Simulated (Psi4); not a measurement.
# SnF4 (SMILES [F][Sn]([F])([F])[F]): TPSS/def2-SVP (core potential)

Aim: the vertical singlet–triplet gap of SnF4 at TPSS/def2-SVP (core potential), from 2 runs. 

Program for the calculation: Psi4 1.11.

16 further runs of the same task are left out: 12 that didn't finish, 4 set aside as unsound or not needed.

## 1. The molecule

SnF4 has 5 atoms, charge 0, and is taken as a singlet. As SMILES, `[F][Sn]([F])([F])[F]`. The shape is that of a PBE0-D4/def2-TZVP optimisation.

Bond lengths: F1–Sn2 1.876 Å, Sn2–F3 1.876 Å, Sn2–F4 1.876 Å, Sn2–F5 1.876 Å. Angles: F1–Sn2–F3 109.5°, F1–Sn2–F4 109.5°, F1–Sn2–F5 109.5°, F3–Sn2–F4 109.5°, F3–Sn2–F5 109.5°, F4–Sn2–F5 109.5°.

## 2. The energy at TPSS/def2-SVP (core potential)

The input, job.inp:

```
memory 2200 mb

molecule molecule1 {
  0 1
  F
  Sn 1 1.876341
  F 2 1.876294 1 109.4565
  F 2 1.876316 3 109.4814 1 120.00498
  F 2 1.876359 3 109.48346 1 -120.00533
  symmetry c1
}

set globals {
  puream               true
  e_convergence        1e-09
  d_convergence        1e-08
  scf_type             pk
  dft_radial_points    99
  dft_spherical_points 590
}

E, wfn = energy('tpss/def2-SVP', return_wfn=True)
oeprop(wfn, 'MULLIKEN_CHARGES', 'WIBERG_LOWDIN_INDICES', 'DIPOLE')
print_variables()
```

Launch:

```bash
$ psi4 -i job.inp -o job.out -n 1
```

job.out, cut to the lines that bear on the results:

```text
[...]
    !!!  WARNING: ECP capability is in beta. Please check occupations closely.  !!!
[...]
  Running in c1 symmetry.
[...]
  Nuclear repulsion =  307.301561995961947
[...]
  Multiplicity = 1
[...]
  Nalpha       = 29
  Nbeta        = 29
[...]
    Number of basis functions: 82
[...]
   @RKS iter   1:  -613.18509879220812   -1.54813e+00   9.25717e-03 DIIS/ADIIS
[...]
   @RKS iter  11:  -613.36943927172774   -1.36424e-12   7.98752e-09 DIIS
[...]
    Orbital Energies [Eh]
    ---------------------
    Doubly Occupied:
       1A    -24.432609     2A    -24.432593     3A    -24.432591
       4A    -24.432590     5A     -5.025429     6A     -3.399112
       7A     -3.399112     8A     -3.399107     9A     -1.123315
      10A     -1.123304    11A     -1.123291    12A     -1.097428
      13A     -1.043927    14A     -1.043922    15A     -1.000710
      16A     -1.000689    17A     -1.000687    18A     -0.525435
      19A     -0.429511    20A     -0.429497    21A     -0.429493
      22A     -0.376825    23A     -0.376817    24A     -0.375202
      25A     -0.375198    26A     -0.375196    27A     -0.367066
      28A     -0.367060    29A     -0.367053
[...]
  @RKS Final Energy:  -613.36943927172774
   => Energetics <=
    Nuclear Repulsion Energy =            307.3015619959619471
    One-Electron Energy =               -1545.7946593035624119
    Two-Electron Energy =                 685.1343177156109050
    DFT Exchange-Correlation Energy =     -60.0106596797381400
    Empirical Dispersion Energy =           0.0000000000000000
    VV10 Nonlocal Energy =                  0.0000000000000000
    Total Energy =                       -613.3694392717277424
[...]
 Multipole Moments:
 ------------------------------------------------------------------------------------
     Multipole            Electronic (a.u.)      Nuclear  (a.u.)        Total (a.u.)
 ------------------------------------------------------------------------------------
 L = 1.  Multiply by 2.5417464519 to convert [e a0] to [Debye]
 Dipole X            :         -0.0000849            0.0000652           -0.0000197
 Dipole Y            :         -0.0019258            0.0016750           -0.0002508
 Dipole Z            :          0.0007627           -0.0006639            0.0000988
 Magnitude           :                                                    0.0002703
[...]
  Mulliken Charges: (a.u.)
   Center  Symbol    Alpha    Beta     Spin     Total
       1     F     4.67866  4.67866  0.00000 -0.35732
       2    SN    10.28536 10.28536  0.00000  1.42929
       3     F     4.67866  4.67866  0.00000 -0.35732
       4     F     4.67866  4.67866  0.00000 -0.35732
       5     F     4.67866  4.67866  0.00000 -0.35733
   Total alpha = 29.00000, Total beta = 29.00000, Total charge =  0.00000
  Wiberg Bond Indices using Orthogonal Lowdin Orbitals:
[...]
```

Wall time 25 s (1 thread of Intel Xeon Platinum 8259CL at 2.50GHz (Skylake/Cascade Lake), shared host); peak memory 1.4 GiB.

## 3. The triplet, same level

The input, input.in:

```
memory 2.2 GB

molecule m {
  0 3
  F      0.130300    -0.871400     1.656700
  Sn     0.009900    -0.014700    -0.008300
  F     -1.285400     1.340000     0.078100
  F     -0.477600    -1.263800    -1.320800
  F      1.672500     0.736200    -0.447200
  symmetry c1
  no_reorient
  no_com
}

set {
  basis                def2-SVP
  reference            uks
  puream               true
  e_convergence        1e-09
  d_convergence        1e-08
  scf_type             pk
  dft_radial_points    99
  dft_spherical_points 590
  maxiter              100
}

energy('tpss')
```

Launch:

```bash
$ psi4 -i input.in -o input.out -n 1
```

input.out, cut to the lines that bear on the results:

```text
[...]
    !!!  WARNING: ECP capability is in beta. Please check occupations closely.  !!!
[...]
  Running in c1 symmetry.
[...]
  Nuclear repulsion =  307.301543135868371
[...]
  Multiplicity = 3
[...]
  Nalpha       = 30
  Nbeta        = 28
[...]
    Number of basis functions: 82
[...]
   @UKS iter   1:  -612.88947417928102   -1.26061e+00   9.88932e-03 DIIS/ADIIS
[...]
   @UKS iter  42:  -613.16244448243322   -2.27374e-13   6.56997e-09 DIIS
[...]
   @S^2 Observed:                2.002174314E+00
[...]
    Orbital Energies [Eh]
    ---------------------
    Alpha Occupied:
       1A    -24.450394     2A    -24.450386     3A    -24.450383
       4A    -24.450376     5A     -4.976056     6A     -3.350269
       7A     -3.350268     8A     -3.350080     9A     -1.126756
      10A     -1.126747    11A     -1.126667    12A     -1.117092
      13A     -0.999523    14A     -0.998935    15A     -0.974793
      16A     -0.974779    17A     -0.974764    18A     -0.531092
      19A     -0.446899    20A     -0.446868    21A     -0.441946
      22A     -0.412577    23A     -0.405356    24A     -0.404786
      25A     -0.404778    26A     -0.389956    27A     -0.389228
      28A     -0.383617    29A     -0.383613    30A     -0.161117
    Alpha Virtual:
[...]
  @UKS Final Energy:  -613.16244448243322
   => Energetics <=
    Nuclear Repulsion Energy =            307.3015431358683713
    One-Electron Energy =               -1546.1054947918278231
    Two-Electron Energy =                 685.6066675829572432
    DFT Exchange-Correlation Energy =     -59.9651604094309647
    Empirical Dispersion Energy =           0.0000000000000000
    VV10 Nonlocal Energy =                  0.0000000000000000
    Total Energy =                       -613.1624444824332159
[...]
 Multipole Moments:
 ------------------------------------------------------------------------------------
     Multipole            Electronic (a.u.)      Nuclear  (a.u.)        Total (a.u.)
 ------------------------------------------------------------------------------------
 L = 1.  Multiply by 2.5417464519 to convert [e a0] to [Debye]
 Dipole X            :         -1.0884715            1.0884822            0.0000107
 Dipole Y            :          1.6145852           -1.6145820            0.0000032
 Dipole Z            :          0.9096929           -0.9097142           -0.0000213
 Magnitude           :                                                    0.0000240
[...]
```

It took 2.1 min on 1 thread of Intel Xeon Platinum 8259CL at 2.50GHz (Skylake/Cascade Lake), shared host; peak memory 1.4 GiB.

## 4. What came out

Level: TPSS/def2-SVP (core potential).

| quantity | value |
| --- | --- |
| singlet: total energy | -613.36944 Eh |
| singlet: dipole moment | 0.00 D |
| singlet: HOMO energy | -9.99 eV |
| singlet: LUMO energy | -4.22 eV |
| singlet: HOMO–LUMO gap | 5.77 eV |
| triplet: total energy | -613.16244 Eh |
| triplet: dipole moment | 0.00 D |
| triplet: HOMO energy (highest over α and β) | -4.38 eV |
| triplet: ⟨S²⟩ | 2.002 |
| vertical energy of the triplet above the singlet | 5.633 eV |

In words: At this shape the triplet lies 5.63 eV (130 kcal/mol) above the singlet.
